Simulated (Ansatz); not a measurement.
# La5N: the cost of one run

Computed with Ansatz 0.2.0 (DFT PBE, scalar-relativistic, plane waves, PAW, unless a step's input says otherwise).

1 further run of the same task is left out (set aside as unsound or not needed).

## Step 1: The starting structure

The structure is hexagonal, space group P6/mmm (No. 191). The conventional cell has a = 6.102 Å, b = 6.102 Å, c = 6.247 Å, α = 90.00°, β = 90.00°, γ = 120.00°. Around La (site symmetry -6m2) lie 9 La at 3.52 to 3.59 Å and 3 N at 3.52 Å. La (site symmetry mmm) is surrounded by 4 La at 3.05 Å. N (site symmetry 6/mmm) is surrounded by 6 La at 3.52 Å.

Structure file:

```cif
data_structure
_symmetry_space_group_name_H-M 'P 1'
_symmetry_Int_Tables_number 1
_cell_length_a 6.1018
_cell_length_b 6.1018
_cell_length_c 6.2468
_cell_angle_alpha 90.000
_cell_angle_beta 90.000
_cell_angle_gamma 120.000
_cell_volume 201.42
loop_
_atom_site_label
_atom_site_type_symbol
_atom_site_fract_x
_atom_site_fract_y
_atom_site_fract_z
_atom_site_occupancy
La1 La 0.33333 0.66667 0.00000 1
La2 La 0.66667 0.33333 0.00000 1
La3 La 0.50000 0.00000 0.50000 1
La4 La 0.50000 0.50000 0.50000 1
La5 La 0.00000 0.50000 0.50000 1
N1 N 0.00000 0.00000 0.00000 1
```

It is the end of an earlier relaxation with the same method, from a database cell with other species swapped in; it needn't be the stable form of this composition. At a tolerance of 0.05 Å it has space group P6/mmm (No. 191); it has 33.57 Å³/atom, an uncorrected energy of +1.24 eV/atom over the elements.

## Step 2: Bands, states and charges

The input, input.yaml:

```yaml
crystal:
  lattice:
    - [6.1017827733, 0.0, 0.0]
    - [-3.0508913866, 5.28429889, 0.0]
    - [0.0, 0.0, 6.2467547962]
  atoms:
    - { symbol: La, position: [0.3333333333, 0.6666666667, 0.0] }
    - { symbol: La, position: [0.6666666667, 0.3333333333, 0.0] }
    - { symbol: La, position: [0.5, 0.0, 0.5] }
    - { symbol: La, position: [0.5, 0.5, 0.5] }
    - { symbol: La, position: [0.0, 0.5, 0.5] }
    - { symbol: "N", position: [0.0, 0.0, 0.0] }
basis:
  ecutwfc: 420
kpoints:
  mp_grid: { grid: [6, 6, 6] }
  band_path:
    path:
      - [[0.0, 0.0, 0.0], [0.5, 0.0, 0.0], [0.33333333, 0.33333333, 0.0], [0.0, 0.0, 0.0], [0.0, 0.0, 0.5], [0.5, 0.0, 0.5], [0.33333333, 0.33333333, 0.5], [0.0, 0.0, 0.5]]
      - [[0.5, 0.0, 0.5], [0.5, 0.0, 0.0]]
      - [[0.33333333, 0.33333333, 0.5], [0.33333333, 0.33333333, 0.0]]
    npoints: 14
hamiltonian:
  xc: pbe
scf:
  occupations: { method: gaussian, width: 0.1 }
  n_extra_bands: 15
output:
  forces: true
  stress: true
  eigenvalues: true
  populations: true
  dos: { projected: true, de: 0.02, nscf_kmesh: { grid: [8, 8, 8] } }
  bader: true
  write_density: true
  write_potential: true
  elf: true
  volumetric_format: npy
```

Launch:

```console
ansatz run input.yaml --threads 1 --pin off --max-ram 2560MiB --backend cpu --events-out ev --progress --plain --runs-dir out
```

Q: Estimate wall time and peak memory on 1 thread of Arm Neoverse V1, shared host.

About 99 s, with a peak of 0.84 GiB.
